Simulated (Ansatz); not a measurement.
# Zn2CdTe3: the cost of one run

Computed with Ansatz 0.2.0 (DFT PBE, scalar-relativistic, plane waves, PAW, unless a step's input says otherwise).

1 further run of the same task is left out (it didn't finish). Runs told in other sessions of the task aren't counted.

## (1) The starting structure

It takes space group P3m1 (No. 156, trigonal). The conventional cell has a = 4.458 Å, b = 4.458 Å, c = 22.112 Å, α = 90.00°, β = 90.00°, γ = 120.00°. Zn (site symmetry 3m) has 4 Te at 2.68 to 2.71 Å in its first shell of neighbours. Zn (site symmetry 3m) is surrounded by 4 Te at 2.69 to 2.71 Å. Cd (site symmetry 3m) has 4 Te at 2.81 to 2.85 Å in its first shell of neighbours. Te (site symmetry 3m) has 4 Zn at 2.68 to 2.71 Å in its first shell of neighbours. Te (site symmetry 3m) has 3 Zn at 2.71 Å and 1 Cd at 2.85 Å in its first shell of neighbours. Only part of the 12 independent sites is listed.

As a file:

```
CELL_PARAMETERS angstrom
4.45791 0.00000 0.00000
-2.22895 3.86066 0.00000
0.00000 0.00000 22.11230
ATOMIC_POSITIONS crystal
Zn 0.33333 0.66667 0.00173
Zn 0.66667 0.33333 0.16175
Zn 0.66667 0.33333 0.50134
Zn 0.66667 0.33333 0.84131
Cd 0.33333 0.66667 0.33388
Cd 0.33333 0.66667 0.67351
Te 0.33333 0.66667 0.12312
Te 0.33333 0.66667 0.46286
Te 0.33333 0.66667 0.80248
Te 0.66667 0.33333 0.28279
Te 0.66667 0.33333 0.62245
Te 0.66667 0.33333 0.96278
```

The start is the relaxed end of an invented cell (made as: elements ordered on the sites of the ZnTe type, Zn/Cd on Zn (P3m1, No. 156)), taken up again for a closer look.

## (2) A first look at the guess

input.yaml reads:

```yaml
crystal:
  lattice:
    - [4.4579053, 0.0, 0.0]
    - [-2.2289527, 3.8606592, 0.0]
    - [0.0, 0.0, 22.1122999]
  atoms:
    - { symbol: Zn, position: [0.3333333, 0.6666667, 0.001729] }
    - { symbol: Zn, position: [0.6666667, 0.3333333, 0.161749] }
    - { symbol: Zn, position: [0.6666667, 0.3333333, 0.501343] }
    - { symbol: Zn, position: [0.6666667, 0.3333333, 0.841308] }
    - { symbol: Cd, position: [0.3333333, 0.6666667, 0.333881] }
    - { symbol: Cd, position: [0.3333333, 0.6666667, 0.673512] }
    - { symbol: Te, position: [0.3333333, 0.6666667, 0.123122] }
    - { symbol: Te, position: [0.3333333, 0.6666667, 0.462864] }
    - { symbol: Te, position: [0.3333333, 0.6666667, 0.802478] }
    - { symbol: Te, position: [0.6666667, 0.3333333, 0.282786] }
    - { symbol: Te, position: [0.6666667, 0.3333333, 0.622452] }
    - { symbol: Te, position: [0.6666667, 0.3333333, 0.962775] }
basis:
  ecutwfc: 420
kpoints:
  mp_grid: { grid: [6, 6, 1] }
hamiltonian:
  xc: pbe
scf:
  occupations: { method: gaussian, width: 0.1 }
  lower_state_search: "off"
output:
  forces: true
  stress: true
  eigenvalues: true
```

Launch:

```bash
ansatz run input.yaml --threads 4 --pin off --max-ram 8192MiB --backend cpu --events-out ev --progress --plain --runs-dir out
```

**Question.** How long does this run take on 4 threads of AMD EPYC 7R43 (Zen 3), shared host, and how much memory does it need?

About 7.7 s, with a peak of 1.2 GiB.
